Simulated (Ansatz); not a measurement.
# C₃H₅FGe: a ladder of functionals and wavefunction methods

The task here is to estimate one member of a computed series from the others.

Program: Ansatz 0.2.0, Gaussian basis. Level of theory: functionals in def2-TZVPP, the program's frozen cores in correlated methods. These are calculated values, not measurements.

Levels to be run: LDA (SPW92), PBE-D4, revPBE-D4, BLYP-D4, r2SCAN-D4, B97M-V, PBE0-D4, B3LYP-D4, r2SCANh-D4, r2SCAN0-D4, HSE06-D4, BHLYP-D4, CAM-B3LYP-D4, LC-ωPBE, ωB97X-V, ωB97M-V, B2PLYP, PBE-QIDH; CCSD(T)/def2-SVP; CCSD(T)/def2-TZVPP; MP2/def2-QZVPP; extrapolation to the limit; RPA on PBE.

**The geometry**

The geometry comes from an earlier relaxation with PBE0-D4 in a triple-zeta def2 set; it is a stationary point, not always the lowest conformer.

SMILES `FC1=C[CH]1[GeH3]`, 10 atoms, charge 0, spin multiplicity 1.

Atoms are counted from 1 here; the program's logs count them from 0.

Bond lengths: F1–C2 1.305 Å, C2–C3 1.278 Å, C2–C4 1.464 Å, C3–C4 1.562 Å, C3–H6 1.074 Å, C4–Ge5 1.962 Å, C4–H7 1.094 Å, Ge5–H8 1.539 Å, Ge5–H9 1.540 Å, Ge5–H10 1.540 Å. Angles: F1–C2–C3 148.7°, F1–C2–C4 142.3°, C3–C2–C4 69.1°, C2–C3–C4 61.1°, C2–C3–H6 155.1°, C4–C3–H6 143.7°, C2–C4–C3 49.8°, C2–C4–Ge5 122.6°, C2–C4–H7 117.7°, C3–C4–Ge5 120.9°, C3–C4–H7 116.8°, Ge5–C4–H7 114.1°, C4–Ge5–H8 108.5°, C4–Ge5–H9 111.2°, C4–Ge5–H10 110.2°, H8–Ge5–H9 109.5°, H8–Ge5–H10 109.2°, H9–Ge5–H10 108.2°.

As a file:

```xyz
10
C3H5FGe
F    -1.4579   -1.6075    1.5585
C    -0.6178   -1.3137    0.6043
C     0.4628   -1.5861   -0.0204
C    -0.3670   -0.3378   -0.4582
Ge    0.2769    1.4790   -0.0946
H     1.3592   -2.1429   -0.2195
H    -0.9479   -0.4296   -1.3813
H     1.0293    1.4705    1.2480
H    -0.8905    2.4811   -0.0236
H     1.2359    1.9359   -1.2102
```

The first run:

Contents of in.yaml:

```yaml
crystal:
  periodic: [false, false, false]
  atoms:
    - {symbol: F, position_ang: [-1.457878, -1.607503, 1.558495]}
    - {symbol: C, position_ang: [-0.617760, -1.313688, 0.604304]}
    - {symbol: C, position_ang: [0.462793, -1.586109, -0.020403]}
    - {symbol: C, position_ang: [-0.367012, -0.337802, -0.458243]}
    - {symbol: Ge, position_ang: [0.276905, 1.479015, -0.094584]}
    - {symbol: H, position_ang: [1.359192, -2.142928, -0.219486]}
    - {symbol: H, position_ang: [-0.947851, -0.429646, -1.381335]}
    - {symbol: H, position_ang: [1.029316, 1.470544, 1.248038]}
    - {symbol: H, position_ang: [-0.890456, 2.481137, -0.023597]}
    - {symbol: H, position_ang: [1.235851, 1.935879, -1.210189]}
basis:
  gaussian: {orbitals: def2-TZVPP}
hamiltonian: {xc: lda}
output: {orbitals: {seedname: orbitals}}
```

Among the steps run: LDA; PBE-D4 (GGA); revPBE-D4 (GGA); BLYP-D4 (GGA); r2SCAN-D4 (meta-GGA); B97M-V (meta-GGA); PBE0-D4 (hybrid); B3LYP-D4 (hybrid); r2SCANh-D4 (hybrid); r2SCAN0-D4 (hybrid); HSE06-D4 (hybrid); BHLYP-D4 (hybrid); CAM-B3LYP-D4 (range-separated); LC-ωPBE (range-separated); ωB97X-V (range-separated); ωB97M-V (range-separated); B2PLYP (double hybrid); PBE-QIDH (double hybrid).

One of the session's tables, all rows but one given; the rest of the session is left out.

It belongs to the step «Frontier levels by functional». 

```
  functional  HOMO (eV)  gap (eV)
 LDA (SPW92)      -5.99      4.80
      PBE-D4      -5.82      4.91
   revPBE-D4      -5.76      4.96
     BLYP-D4      -5.70      4.90
   r2SCAN-D4      -5.99      5.34
      B97M-V      -6.05      5.45
     PBE0-D4          ?         ?
    B3LYP-D4      -6.76      6.61
  r2SCANh-D4      -6.41      6.14
  r2SCAN0-D4      -7.06      7.33
    HSE06-D4      -6.55      6.28
    BHLYP-D4      -7.96      9.14
CAM-B3LYP-D4      -8.26      9.50
     LC-ωPBE      -9.58     12.05
     ωB97X-V      -9.21     11.57
     ωB97M-V      -9.10     11.30
```

Estimate the missing values for PBE0-D4.

**Answer.** HOMO (eV): -6.95; gap (eV): 7.06. In the column «HOMO (eV)» it lies between r2SCAN0-D4 (-7.06) and B3LYP-D4 (-6.76).
